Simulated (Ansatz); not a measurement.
# BeH+ (singlet): wave-function methods side by side at distance Be1–H2 = 4.414 Å, cc-pVQZ

How much of the correlation energy of BeH+ (singlet) does each wave-function method recover here?

Computed with Ansatz 0.2.0, Gaussian basis. Level: cc-pVQZ, core rule «outside noble gas», up to 1 orbitals frozen.

Plan: UHF; CCSD(T) on RHF; CCSD(T) on UHF; BCCD(T) on RHF; CASSCF and MRCISD+Q, 2 electrons in 5 orbitals; CASSCF and MRCISD+Q(relaxed), 2 electrons in 5 orbitals; CASSCF and NEVPT2, 2 electrons in 5 orbitals; Full CI.

41 further runs of the same task are left out: 21 for a known fault of the program, 15 that didn't finish, 5 set aside as unsound or not needed. Runs told in other sessions of the task aren't counted.

### Step 1. The geometry

The geometry derives from a PBE0/def2-TZVP stationary point (not a proven minimum). One bond is set to the value named and the two fragments are kept rigid.

2 atoms, charge 1, spin multiplicity 1.

Atoms are counted from 1 here; the program's logs count them from 0.

No contacts short enough for the rule that draws bonds.

As a file:

```
Be    0.0000    0.0000    0.0000
H     0.0000    0.0000    4.4140
```

### Step 2. UHF

Input file in.yaml:

```yaml
crystal:
  periodic: [false, false, false]
  atoms:
    - {symbol: Be, position_ang: [0.000000, 0.000000, 0.000000]}
    - {symbol: H, position_ang: [0.000000, 0.000000, 4.414000]}
basis:
  gaussian: {orbitals: cc-pVQZ}
total_charge: 1
magnetization: {spin_polarized: true, initial_magnetization: 0}
hamiltonian: {xc: hf}
output: {orbitals: {seedname: orbitals}}
```

Command:

```console
$ ansatz run in.yaml --threads 1 --pin off --events-out ev --progress --plain --max-ram 2393MiB
```

The runs that follow: CCSD(T) on RHF; CCSD(T) on UHF; BCCD(T) on RHF; CASSCF and MRCISD+Q, 2 electrons in 5 orbitals; CASSCF and MRCISD+Q(relaxed), 2 electrons in 5 orbitals; CASSCF and NEVPT2, 2 electrons in 5 orbitals; Full CI.

**Question.** What will the summary of the whole plan be? Wanted: FCI from the RHF energy; RMP2 from FCI; UMP2 from FCI; RCCSD from FCI; RCCSD(T) from FCI; UCCSD(T) from FCI; NEVPT2 valence from FCI; MRCISD+Q valence from FCI; MRCISD+Q(relaxed) valence from FCI.

As calculated:

| quantity | value |
| --- | --- |
| FCI from the RHF energy | -3.8278 eV |
| RMP2 from FCI | +1227.9 meV |
| UMP2 from FCI | +0.3 meV |
| RCCSD from FCI | 0.0 meV |
| RCCSD(T) from FCI | 0.0 meV |
| UCCSD(T) from FCI | -0.9 meV |
| NEVPT2 valence from FCI | -0.3 meV |
| MRCISD+Q valence from FCI | -0.4 meV |
| MRCISD+Q(relaxed) valence from FCI | -0.4 meV |
| levels within 1 kcal/mol (43 meV) | UHF, UMP2, RCCSD, UCCSD, RCCSD(T), UCCSD(T), BCCD(T), CASSCF valence, NEVPT2 valence, MRCISD valence, MRCISD+Q valence, MRCISD+Q(relaxed) valence |
| T1 diagnostic | 0.314 |
| effectively unpaired electrons | 1.99 |

In words: RCCSD(T) lands 0.0 meV from the yardstick (0.0 % of the correlation energy). The occupations show strong static correlation (2.0 unpaired electrons where one determinant has 0). Coupled cluster on one determinant still stays close here. Of the multireference levels listed NEVPT2 valence comes nearest in total energy (-0.3 meV), which doesn't show that its space is the better one. These misses are within one basis, not against nature. With two correlated electrons CCSD is exact in the basis.
